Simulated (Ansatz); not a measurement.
# CH4MoO2S2: basis-set convergence

One table from this session's results is given with a row withheld; the runs are named, their logs left out.

Computed with Ansatz 0.2.0, Gaussian basis. Level: one geometry, several basis sets.

Plan: PBE0-D4/def2-SVP; ωB97M-V/def2-SVP; PBE0-D4/def2-QZVPP; ωB97M-V/def2-QZVPP; the functionals' def2-TZVPP values are taken from earlier runs.

### The relaxed structure

An earlier PBE0-D4 in a triple-zeta def2 set relaxation fixed the geometry. Mo takes the def2 core potential; no spin-orbit term is included.

SMILES `C[O][Mo]([OH])(=[S])=[S]`, 10 atoms, charge 0, spin multiplicity 1.

Atoms are counted from 1 here; the program's logs count them from 0.

Bond lengths: C1–O2 1.404 Å, C1–H7 1.093 Å, C1–H8 1.092 Å, C1–H9 1.094 Å, O2–Mo3 1.830 Å, Mo3–O4 1.864 Å, Mo3–S5 2.106 Å, Mo3–S6 2.103 Å, O4–H10 0.962 Å. Angles: O2–C1–H7 109.4°, O2–C1–H8 108.5°, O2–C1–H9 110.4°, H7–C1–H8 109.3°, H7–C1–H9 109.5°, H8–C1–H9 109.7°, C1–O2–Mo3 139.6°, O2–Mo3–O4 110.4°, O2–Mo3–S5 109.3°, O2–Mo3–S6 107.5°, O4–Mo3–S5 110.5°, O4–Mo3–S6 109.9°, S5–Mo3–S6 109.1°, Mo3–O4–H10 120.7°.

Geometry (Å):

```
C    -0.01133   -1.83666    0.48604
O    -0.01676   -0.68694   -0.32047
Mo   -0.11774    1.13229   -0.15406
O     1.16797    1.95510   -1.22371
S    -2.04893    1.77479   -0.69357
S     0.22637    1.60342    1.86639
H    -1.02476   -2.24184    0.54871
H     0.64597   -2.57890    0.02740
H     0.34820   -1.59580    1.49071
H     0.91413    2.42345   -2.02454
```

Set-up of the first run:

The input, in.yaml:

```yaml
crystal:
  periodic: [false, false, false]
  atoms:
    - {symbol: C, position_ang: [-0.011335, -1.836656, 0.486041]}
    - {symbol: O, position_ang: [-0.016759, -0.686943, -0.320473]}
    - {symbol: Mo, position_ang: [-0.117743, 1.132286, -0.154060]}
    - {symbol: O, position_ang: [1.167966, 1.955103, -1.223710]}
    - {symbol: S, position_ang: [-2.048933, 1.774788, -0.693570]}
    - {symbol: S, position_ang: [0.226372, 1.603416, 1.866389]}
    - {symbol: H, position_ang: [-1.024764, -2.241842, 0.548712]}
    - {symbol: H, position_ang: [0.645971, -2.578898, 0.027399]}
    - {symbol: H, position_ang: [0.348198, -1.595803, 1.490714]}
    - {symbol: H, position_ang: [0.914128, 2.423449, -2.024543]}
basis:
  gaussian: {orbitals: def2-SVP}
hamiltonian: {xc: pbe0, dispersion: d4}
output: {orbitals: {seedname: orbitals}}
```

Run with:

```console
$ ansatz run in.yaml --threads 4 --pin off --events-out ev --progress --plain --max-ram 11315MiB
```

Steps of the session up to this table: PBE0-D4 in def2-SVP; ωB97M-V in def2-SVP; PBE0-D4 in def2-QZVPP; ωB97M-V in def2-QZVPP.

One table of the session follows, with a row left open; its other results are not shown here.

It belongs to the step «Functionals by basis». 

| functional | basis | HOMO (eV) | LUMO (eV) |
| --- | --- | --- | --- |
| PBE0-D4 | def2-SVP | -7.10 | -2.83 |
| PBE0-D4 | def2-TZVPP | ? | ? |
| PBE0-D4 | def2-QZVPP | -7.13 | -2.90 |
| ωB97M-V | def2-SVP | -9.03 | -0.81 |
| ωB97M-V | def2-TZVPP | -9.08 | -0.92 |
| ωB97M-V | def2-QZVPP | -9.10 | -0.95 |

**Question.** Estimate the row for PBE0-D4, def2-TZVPP.

**Answer.** HOMO (eV): -7.12; LUMO (eV): -2.89. In the column «HOMO (eV)» it lies between PBE0-D4, def2-QZVPP (-7.13) and PBE0-D4, def2-SVP (-7.10).
